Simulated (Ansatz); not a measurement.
Predict the output of the script below (Ansatz 0.2.0, Python API).

`x2c_fzn.py`
```python
import ansatz as az
import numpy as np

geometry_ang = [
    ("Zn", (0.0, 0.0, 0.0)),
    ("F", (0.0, 0.0, 1.905)),
]
system = az.Crystal.molecule()
for symbol, xyz in geometry_ang:
    system = system.atom(symbol, xyz)

setup = system.calculation().functional("b3lyp").charge(1).accuracy("medium").forces()
sets = {"none": "cc-pVTZ", "scalar": "cc-pVTZ-DK"}
found = {kind: setup.basis(gaussian=basis).pseudopotentials(relativity=kind).run(threads=1).report for kind, basis in sets.items()}
for kind, each in found.items():
    dipole = 4.803205 * np.linalg.norm(each["charge_distribution"]["dipole_moment_e_ang"])
    print(f"{kind:7s} E = {each['free_energy_ev']:.4f} eV  dipole {dipole:.3f} D  largest force component {np.abs(each['forces_ev_ang']).max():.4f} eV/A")
print(f"relativity lowers the total energy by {found['none']['free_energy_ev'] - found['scalar']['free_energy_ev']:.3f} eV")
```

```console
$ python x2c_fzn.py
none    E = -51130.3084 eV  dipole 6.013 D  largest force component 3.1417 eV/A
scalar  E = -51581.2681 eV  dipole 5.802 D  largest force component 3.2270 eV/A
relativity lowers the total energy by 450.960 eV
```

Reading the output:
- The settings weren't tested for convergence.
- The geometry is a force-field or estimated start, not a minimum of this method. The basis set changes with the Hamiltonian (a set recontracted for scalar relativity), and most of the change in the total lies in the cores.
- An ion's dipole depends on the origin; the program takes it about the centre of nuclear charge.
- b3lyp holds the VWN-RPA fit, as in Gaussian; the form of ORCA and Turbomole is b3lyp5.
- The spin state was assumed, and another may lie lower.
- Timing: 4.5 s on 1 thread of Arm Neoverse V2, on a shared host, peak memory 0.23 GiB.
